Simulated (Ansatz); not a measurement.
# UPBE-QIDH/cc-pVDZ run of Si2NH6 (SMILES [SiH2]N[SiH3])

Aim: the electronic atomisation energy of Si2NH6 at UPBE-QIDH/cc-pVDZ, from 4 runs. 

Program for the calculation: Ansatz 0.2.0.

60 further runs of the same task are left out: 60 set aside as unsound or not needed.

## Step 1: The structure to begin with

Si2NH6 has 9 atoms, charge 0, and is taken as a doublet. As SMILES, `[SiH2]N[SiH3]`. The shape is that of a PBE0-D4/def2-TZVP optimisation. This is one conformer, not always the lowest.

Bond lengths: Si1–N2 1.730 Å, N2–Si3 1.731 Å, Si1–H4 1.491 Å, Si1–H5 1.494 Å, N2–H6 1.011 Å, Si3–H7 1.488 Å, Si3–H8 1.483 Å, Si3–H9 1.488 Å. Some angles: Si1–N2–Si3 128.1°, Si1–N2–H6 115.1°, Si3–N2–H6 116.2°, N2–Si1–H4 107.7°, N2–Si1–H5 108.7°, N2–Si3–H7 111.1°, N2–Si3–H8 107.0°, N2–Si3–H9 112.0°, H4–Si1–H5 110.7°, H7–Si3–H8 109.8°.

## Step 2: The energy at UPBE-QIDH/cc-pVDZ

run.yaml reads:

```yaml
crystal:
  periodic: [false, false, false]
  atoms:
    - symbol: Si
      position_ang: [-1.200900, 0.925300, -0.948400]
    - symbol: N
      position_ang: [0.196900, 0.625800, 0.025200]
    - symbol: Si
      position_ang: [0.611700, -0.820500, 0.880200]
    - symbol: H
      position_ang: [-1.616500, -0.372000, -1.554500]
    - symbol: H
      position_ang: [-0.842900, 1.913400, -2.010900]
    - symbol: H
      position_ang: [0.764100, 1.439300, 0.222200]
    - symbol: H
      position_ang: [1.982600, -1.276500, 0.525400]
    - symbol: H
      position_ang: [-0.378200, -1.853400, 0.488500]
    - symbol: H
      position_ang: [0.571600, -0.627700, 2.355400]
basis:
  gaussian: {orbitals: cc-pVDZ}
total_charge: 0
magnetization: {spin_polarized: true, initial_magnetization: 1}
hamiltonian: {xc: {name: PBE-QIDH}}
correlation: {frozen_orbitals: {H: 0, "N": 1, Si: 5}}
accuracy: high
output: {orbitals: {seedname: orbitals}}
```

Launch:

```
ansatz run run.yaml --threads 1 --pin off --max-ram 3480MiB --events-out events.jsonl --progress --plain --runs-dir runs
```

The program printed:

```text
Warning: RAYON_NUM_THREADS=1 ignored (pool sized by the plan → 1); use --threads N
Functional definition: PBE-QIDH
  name "PBE-QIDH"
  parameter a = 3^(-1/3)
  parameter c = 1/3
  exchange = (1 - a)*pbe_x + a*exact_x
  correlation = (1 - c)*pbe_c + c*(mp2_os + mp2_ss)
1930 factors; integrals over basis functions are off by at most 3.8e-9 eV
mean field evaluation 1: about -17321.7381 eV, gradient 2.4e1 eV
mean field evaluation 2: about -17321.7502 eV, gradient 2.4e1 eV
mean field evaluation 4: about -17324.3093 eV, gradient 1.9e0 eV
mean field evaluation 8: about -17324.3428 eV, gradient 5.4e-2 eV
mean field evaluation 16: about -17324.3428 eV, gradient 7.1e-5 eV
mean field -17324.34284274 eV, -636.6578566093 hartree, gradient 5.3e-8 eV, S^2 0.753640; 0 other end points of the search recorded, 0 dependent functions left out
11 core orbitals not correlated: weight in the atoms' cores, before any rotation towards them, 1.000 or more for the frozen orbitals, at most 0.000 for the correlated occupied ones
reference -17324.34284385 eV, -636.6578566500 hartree; 10, 9 occupied and 59, 60 virtual orbitals, 1930 factors
second order -11.17265477 eV of doubles, -0.00000000 eV of singles
Total energy: -17328.06706210 eV, -636.7947191466 hartree
```

It took 14 s on 1 thread of Arm Neoverse V1, shared host; peak memory 0.38 GiB.

## Step 3: The H atom, same level

job.yaml reads:

```yaml
basis:
  gaussian: {orbitals: cc-pVDZ}
crystal:
  periodic: [false, false, false]
  atoms:
    - {symbol: H, position_ang: [0.000000, 0.000000, 0.000000]}
magnetization: {spin_polarized: true, initial_magnetization: 1}
hamiltonian: {xc: {name: PBE-QIDH}}
correlation: {frozen_orbitals: {H: 0}}
accuracy: high
```

Run the same way, it converges to -0.50124 Eh (log not shown).

## Step 4: The N atom at the same level

run.yaml reads:

```yaml
crystal:
  periodic: [false, false, false]
  atoms:
    - {symbol: "N", position_ang: [0.000000, 0.000000, 0.000000]}
basis:
  gaussian:
    orbitals: cc-pVDZ
correlation:
  frozen_orbitals: {"N": 1}
accuracy: high
magnetization:
  spin_polarized: true
  initial_magnetization: 3
hamiltonian:
  xc: {name: PBE-QIDH}
```

Run the same way, it converges to -54.52088 Eh (log not shown).

## Step 5: The Si atom at the same level

in.yaml reads:

```yaml
crystal:
  periodic: [false, false, false]
  atoms:
    - {symbol: Si, position_ang: [0.000000, 0.000000, 0.000000]}
basis:
  gaussian:
    orbitals: cc-pVDZ
magnetization:
  spin_polarized: true
  initial_magnetization: 2
hamiltonian:
  xc: {name: PBE-QIDH}
correlation:
  frozen_orbitals: {Si: 5}
accuracy: high
```

Run the same way, it converges to -289.15460 Eh (log not shown).

## Step 6: Summary of results

Level: UPBE-QIDH/cc-pVDZ, 11 core orbitals frozen.

| quantity | value |
| --- | --- |
| molecule: total energy | -636.79472 Eh |
| molecule: HOMO energy (SCF part's orbitals) (highest over α and β) | -7.26 eV |
| molecule: LUMO energy (SCF part's orbitals) (lowest over α and β) | 0.14 eV |
| molecule: ⟨S²⟩ | 0.754 |
| H atom: total energy | -0.50124 Eh |
| H atom: ⟨S²⟩ | 0.750 |
| N atom: total energy | -54.52088 Eh |
| N atom: ⟨S²⟩ | 3.753 |
| Si atom: total energy | -289.15460 Eh |
| Si atom: ⟨S²⟩ | 2.007 |
| electronic atomisation energy | 26.047 eV |

In words: Taking the molecule apart into free atoms costs 26.05 eV (601 kcal/mol), before zero-point energy and without spin-orbit coupling.
